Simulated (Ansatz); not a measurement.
# CH2SeSi: the cost of one run

Method: BHLYP-D4/def2-SVP; program: Ansatz 0.2.0, Gaussian basis.

**1. The starting structure**

SMILES `C#[Si][SeH]`, 5 atoms, charge 0, spin multiplicity 1.

Atoms are counted from 1 here; the program's logs count them from 0.

Bond lengths: C1–Si2 1.706 Å, C1–H4 1.081 Å, Si2–Se3 2.278 Å, Se3–H5 1.451 Å. Angles: Si2–C1–H4 122.9°, C1–Si2–Se3 156.5°, Si2–Se3–H5 91.8°.

Geometry (Å):

```xyz
5
charge 0, multiplicity 1
C    -0.9466   -1.3949    0.5961
Si   -0.3267    0.0524   -0.0593
Se    0.7902    2.0379   -0.0547
H    -1.5324   -2.0976    0.0201
H     2.0156    1.4021   -0.5022
```

**2. Dynamics**

The input, md/in.yaml:

```yaml
crystal:
  periodic: [false, false, false]
  atoms:
    - {symbol: C, position_ang: [-0.946640, -1.394920, 0.596130]}
    - {symbol: Si, position_ang: [-0.326710, 0.052450, -0.059350]}
    - {symbol: Se, position_ang: [0.790190, 2.037930, -0.054670]}
    - {symbol: H, position_ang: [-1.532420, -2.097560, 0.020130]}
    - {symbol: H, position_ang: [2.015590, 1.402090, -0.502240]}
basis:
  gaussian: {orbitals: def2-SVP}
hamiltonian: {xc: {name: BHLYP}, dispersion: d4}
md: {n_steps: 60, timestep: 1.0, temperature: 1500, ensemble: nvt_langevin, seed: 21, friction: 0.002, initial_velocities: maxwell_boltzmann}
```

Started as:

```console
$ ansatz run in.yaml --threads 2 --pin off --events-out ev --progress --plain --max-ram 3481MiB
```

**Question.** How long does this run take on 2 threads of Intel Xeon at 2.50GHz, shared host, and how much memory does it need?

About 2.7 min, with a peak of 0.15 GiB.
